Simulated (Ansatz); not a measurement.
# CH5AlFNTe: the cost of one run

Method: RKS B3LYP-D4/def2-SVP, in Ansatz 0.2.0.

### 1 The structure to begin with

Bond lengths: N1–Al2 1.848 Å, Al2–C3 1.970 Å, C3–F4 1.335 Å, C3–Te5 2.155 Å, N1–H6 1.059 Å, N1–H7 1.089 Å, Al2–H8 1.585 Å, C3–H9 1.152 Å, Te5–H10 1.730 Å. Angles: N1–Al2–C3 120.1°, N1–Al2–H8 120.4°, C3–Al2–H8 119.5°, Al2–N1–H6 110.2°, Al2–N1–H7 107.7°, H6–N1–H7 102.9°, Al2–C3–F4 114.1°, Al2–C3–Te5 110.0°, Al2–C3–H9 111.2°, F4–C3–Te5 108.5°, F4–C3–H9 104.8°, Te5–C3–H9 107.9°, C3–Te5–H10 89.4°.

Coordinates:

```xyz
10

N    -1.5056   -0.3430   -1.2015
Al   -0.1352   -1.0848   -0.2080
C     0.9757    0.0590    0.9489
F     0.2931    0.6932    1.9050
Te    2.0123    1.5269   -0.2411
H    -2.4411   -0.7083   -0.8646
H    -1.5554    0.7169   -0.9566
H     0.1765   -2.6359   -0.3028
H     1.7655   -0.5617    1.5136
H     0.4972    2.2865   -0.5899
```

### 2 Relaxing end A

The input, input.yaml:

```yaml
crystal:
  periodic: [false, false, false]
  atoms:
    - { symbol: "N", position_ang: [-1.5056, -0.343, -1.2015] }
    - { symbol: Al, position_ang: [-0.1352, -1.0848, -0.208] }
    - { symbol: C, position_ang: [0.9757, 0.059, 0.9489] }
    - { symbol: F, position_ang: [0.2931, 0.6932, 1.905] }
    - { symbol: Te, position_ang: [2.0123, 1.5269, -0.2411] }
    - { symbol: H, position_ang: [-2.4411, -0.7083, -0.8646] }
    - { symbol: H, position_ang: [-1.5554, 0.7169, -0.9566] }
    - { symbol: H, position_ang: [0.1765, -2.6359, -0.3028] }
    - { symbol: H, position_ang: [1.7655, -0.5617, 1.5136] }
    - { symbol: H, position_ang: [0.4972, 2.2865, -0.5899] }
basis:
  gaussian: { orbitals: def2-SVP }
hamiltonian:
  xc: b3lyp
  dispersion: d4
relax:
  f_tol: 0.015
  max_steps: 40
output:
  orbitals: {}
```

Started as:

```console
> ansatz run input.yaml --threads 2 --pin off --max-ram 3072MiB --backend cpu --events-out ev --progress --plain --runs-dir out
```

What time and memory should one allow on 2 threads of AMD EPYC 7R13 (Zen 3), shared host?

About 47 s, with a peak of 0.3 GiB.
